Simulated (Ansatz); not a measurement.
# TaF3: the cost of one run

Program: Ansatz 0.2.0. Level of theory: DFT PBEsol+U (U_eff = 5 eV on Ta d), plane waves, PAW, no spin–orbit coupling unless a run says so. These are calculated values, not measurements.

## 1. The starting structure

Symmetry: Pm-3m, No. 221, cubic system. Conventional cell: a = 3.901 Å, b = 3.901 Å, c = 3.901 Å, α = 90.00°, β = 90.00°, γ = 90.00°. Around Ta (site symmetry m-3m) lie 6 F at 1.95 Å. Around F (site symmetry 4/mmm) lie 2 Ta at 1.95 Å.

Structure file:

```
Ta F
1.0
     3.90120    0.00000    0.00000
     0.00000    3.90120    0.00000
     0.00000    0.00000    3.90120
Ta F
1 3
Cartesian
  0.0000 0.0000 0.0000
  1.9506 0.0000 0.0000
  0.0000 1.9506 0.0000
  0.0000 0.0000 1.9506
```

Magnetic order typed: ferromagnetic.

An earlier series on this cell reached its lowest free state from «from atoms, default search», perhaps among other starts.

## 2. Random orbitals: single harmonics, second filling

input.yaml reads:

```yaml
crystal:
  lattice:
    - [3.90120059, 0.0, 0.0]
    - [0.0, 3.90120059, 0.0]
    - [0.0, 0.0, 3.90120059]
  atoms:
    - { symbol: Ta, position: [0.0, 0.0, 0.0], spin: 0.3 }
    - { symbol: F, position: [0.5, 0.0, 0.0] }
    - { symbol: F, position: [0.0, 0.5, 0.0] }
    - { symbol: F, position: [0.0, 0.0, 0.5] }
basis:
  ecutwfc: 420
  ecutrho_ratio: 4
kpoints:
  mp_grid: { grid: [5, 5, 5] }
hamiltonian:
  xc: pbesol
  hubbard:
    sites:
      - { site: 0, l: d, u_eff: 5.0, starting_ns: [{ spin: up, occupation_matrix: s0up }, { spin: down, occupation_matrix: s0down }] }
    occupation_matrices:
      s0up:
        matrix:
          - [0.02, 0.0, 0.0, 0.0, 0.0]
          - [0.0, 0.02, 0.0, 0.0, 0.0]
          - [0.0, 0.0, 0.97, 0.0, 0.0]
          - [0.0, 0.0, 0.0, 0.02, 0.0]
          - [0.0, 0.0, 0.0, 0.0, 0.02]
      s0down:
        matrix:
          - [0.02, 0.0, 0.0, 0.0, 0.0]
          - [0.0, 0.02, 0.0, 0.0, 0.0]
          - [0.0, 0.0, 0.02, 0.0, 0.0]
          - [0.0, 0.0, 0.0, 0.97, 0.0]
          - [0.0, 0.0, 0.0, 0.0, 0.02]
    ns_hold: until_converged
scf:
  occupations: { method: gaussian, width: 0.05 }
  lower_state_search: "off"
  max_iter: 150
output:
  forces: true
  stress: true
  eigenvalues: true
  populations: true
  hubbard: { sites: [{ site: 0, l: d }] }
magnetization:
  spin_polarized: true
```

The typed matrices put 0.97 on the chosen orbitals and 0.02 on the others, and are held until the SCF converges, then released.

Started as:

```
$ ansatz run input.yaml --threads 2 --pin off --max-ram 3072MiB --backend cpu --events-out ev --progress --plain --runs-dir out
```

**Question.** How long does this run take on 2 threads of Arm Neoverse N1, shared host, and how much memory does it need?

About 19 s, with a peak of 0.38 GiB.
